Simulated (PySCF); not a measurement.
**GaBr+: from the state search to spectroscopic constants**

One job finds the state of GaBr+, follows it along the bond with each method and fits the curves.

Method: Ga def2-TZVPPD, Br def2-TZVPPD, no relativity; program: PySCF 2.14.0.

### 1 Set-up

A driver script around PySCF takes these settings:

```
atoms                         : Ga, Br
charge                        : 1
basis                         : Ga def2-TZVPPD, Br def2-TZVPPD
Hamiltonian                   : no relativity
basis functions               : 111
electrons treated             : 65
masses in u                   : 68.9256, 78.9183
levels                        : PBE0, PBE, r²SCAN, r²SCANh, BP86, M06-2X, M06-L, r²SCAN0, CAM-B3LYP, HF, MP2, SCS-MP2
grid                          : 80 radial by 434 angular points
occupations                   : held fixed by the projection of orbital angular momentum
dissociation limit            : Ga+ + Br, each in its ground configuration
starting distance in angstrom : 2.420
values of 2S to try           : 1, 3
```

Run with:

```
$ OMP_NUM_THREADS=2 python dia.py task.json out
```

Further steps of the session: First curve: PBE0; Excited determinants; PBE (GGA); r²SCAN (meta-GGA); r²SCANh (hybrid meta-GGA); BP86 (GGA); M06-2X (hybrid meta-GGA); M06-L (meta-GGA); r²SCAN0 (hybrid meta-GGA); CAM-B3LYP (range-separated hybrid); UHF (mean field).

Q: Predict the outcome of this session. Wanted: for each run, Re; ωe; De; μ.

The runs gave:

Lowest PBE0 solution found, without spin–orbit coupling: ²Σ⁺ (doublet), unpaired electrons σ ↑. State 2 has its PBE0 minimum 0.47 eV higher. State 3 has its PBE0 minimum 4.68 eV higher. The other levels ran on the lowest alone.

```
      level  Re (Å)  ωe (cm⁻¹)  De (eV)  μ (D)
        UHF   2.239        302    0.277  -5.11
    UHF-MP2   2.209        343     0.99    n/a
UHF-SCS-MP2   2.224        328     0.74    n/a
        PBE   2.273      276.9     1.00  -4.03
       BP86   2.276      272.9     0.94  -4.03
     r²SCAN   2.229        310     1.14  -4.16
      M06-L   2.284      242.3     0.73  -4.03
    r²SCANh   2.225        312     1.10  -4.25
       PBE0   2.245      294.2     0.93  -4.30
    r²SCAN0   2.220        315     1.03  -4.38
     M06-2X   2.263      292.9     0.79  -4.45
  CAM-B3LYP   2.257      273.6     0.65  -4.33
```

De is counted to Ga+ + Br in their ground configurations. A positive dipole points from Ga to Br; in an ion it is taken about the centre of mass and does not tell which atom is negative.

The methods spread over 0.075 Å in bond length, from UHF-MP2 to M06-L. Of the levels with a De here, UHF gives the least (0.277 eV) and r²SCAN the most (1.14 eV).

Correlated steps freeze 18 core orbitals.
